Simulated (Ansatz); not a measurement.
PtSe:

```
Pt Se
1.0
     3.70187    0.00000    0.00000
    -1.85094    3.20591    0.00000
     0.00000    0.00000    3.61284
Pt Se
1 1
Direct
  0.00000 0.00000 0.00000
  0.66667 0.33333 0.50000
```

The cell comes from a database or a generator and needn't be the stable form of this composition.

Base run:

| Property | Result |
| --- | --- |
| Program | Ansatz 0.2.0 |
| Functional | PBE |
| Potentials or basis | Ansatz PAW |
| Cutoff | 420 eV (not typed: the program's choice for these potentials) |
| k mesh | 8 × 8 × 7 |
| Occupations | fermi-dirac, width 0.05 eV |
| Spin | no spin polarisation |
| Hubbard terms | Pt d U = 5 eV |

Its results: band gap on the k mesh none (metal or under the smearing width); pressure -10.8 GPa.

Task: The run is repeated on the same cell with these changes: hubbard terms from Pt d U = 5 eV to Pt d U = 2 eV. What comes out?

Result: Band gap on the k mesh none (metal or under the smearing width); pressure -11.4 GPa.

Caveats: U without spin polarisation on a metal has little footing.
